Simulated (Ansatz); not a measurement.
# In2Bi: the cost of one run

All numbers are computed with Ansatz 0.2.0, driven from Python. Level of theory: DFT r2SCAN, plane waves, PAW.

## (1) The system

It takes space group P6_3/mmc (No. 194, hexagonal). Conventional cell: a = 5.476 Å, b = 5.476 Å, c = 6.540 Å, α = 90.00°, β = 90.00°, γ = 120.00°. In (site symmetry -3m) has 8 In at 3.27 to 3.56 Å and 6 Bi at 3.56 Å in its first shell of neighbours. In (site symmetry -6m2) is surrounded by 5 Bi at 3.16 to 3.27 Å and 6 In at 3.56 Å. Bi (site symmetry -6m2) has 11 In at 3.16 to 3.56 Å in its first shell of neighbours.

No structure file is read: the coordinates are typed or built in the script.

## (2) The script

Input file eos_in2bi.py:

```python
"""Energy against volume for In2Bi, with a fit."""

import warnings

import ansatz as az
from ase.eos import EquationOfState
from ase.units import GPa
import numpy as np

OCCUPATIONS = "fermi_dirac"
KGRID = (6, 6, 4)

VECTORS = np.array([
    [5.476, 0.0, 0.0],
    [-2.738, 4.742355, 0.0],
    [0.0, 0.0, 6.54],
])
SITES = [
    ("In", (0.0, 0.0, 0.0)),
    ("In", (0.0, 0.0, 0.5)),
    ("In", (1 / 3, 2 / 3, 0.75)),
    ("In", (2 / 3, 1 / 3, 0.25)),
    ("Bi", (1 / 3, 2 / 3, 0.25)),
    ("Bi", (2 / 3, 1 / 3, 0.75)),
]


def make_crystal(cell):
    crystal = az.Crystal(lattice=az.Lattice.of(cell))
    for symbol, position in SITES:
        crystal = crystal.atom(symbol, position)
    return crystal

warnings.simplefilter("ignore", az.DeckWarning)

# uniform scaling of the cell
volumes, energies = [], []
for scale in np.linspace(0.88, 1.12, 7):
    cell = VECTORS * scale ** (1 / 3)
    job = (
        make_crystal(cell).calculation()
        .functional(az.Functional.R2SCAN)
        .basis(28 * az.Ry)
        .occupations(OCCUPATIONS, width=20 * az.meV)
        .mixing("msr1", preconditioner="none")
        .kpoints(*KGRID)
    )
    rep = job.run(threads=1, pin="off").report
    volumes.append(abs(np.linalg.det(cell)) / len(SITES))
    energies.append(rep["free_energy_ev"] / len(SITES))
    print(f"V = {volumes[-1]:8.4f} A^3/atom  F = {energies[-1]:.5f} eV/atom")

eos = EquationOfState(volumes, energies, eos="birchmurnaghan")
v0, e0, bulk = eos.fit()
print(f"V0 = {v0:.4f} A^3/atom, E0 = {e0:.5f} eV/atom, B = {bulk / GPa:.1f} GPa")
```

## (3) The input behind the calls

The engine receives this input (first run):

```yaml
crystal:
  lattice:
    - [5.247563027455161, 0.0, 0.0]
    - [-2.6237815137275806, 4.544522783248196, 0.0]
    - [0.0, 0.0, 6.267177173038122]
  atoms:
    - { symbol: In, position: [0.0, 0.0, 0.0] }
    - { symbol: In, position: [0.0, 0.0, 0.5] }
    - { symbol: In, position: [0.3333333333333333, 0.6666666666666666, 0.75] }
    - { symbol: In, position: [0.6666666666666666, 0.3333333333333333, 0.25] }
    - { symbol: Bi, position: [0.3333333333333333, 0.6666666666666666, 0.25] }
    - { symbol: Bi, position: [0.6666666666666666, 0.3333333333333333, 0.75] }
basis:
  ecutwfc: 380.959407443832
kpoints:
  mp_grid:
    grid: [6, 6, 4]
hamiltonian:
  xc: r2scan
scf:
  mixing:
    algorithm: msr1
    preconditioner: none
  occupations:
    method: fermi_dirac
    width: 0.02
```

## (4) The run

Run with:

```bash
python eos_in2bi.py
```

What time and memory should one allow on 1 thread of AMD EPYC 9R45 (Zen 5), shared host?

About 33 s, with a peak of 0.77 GiB.
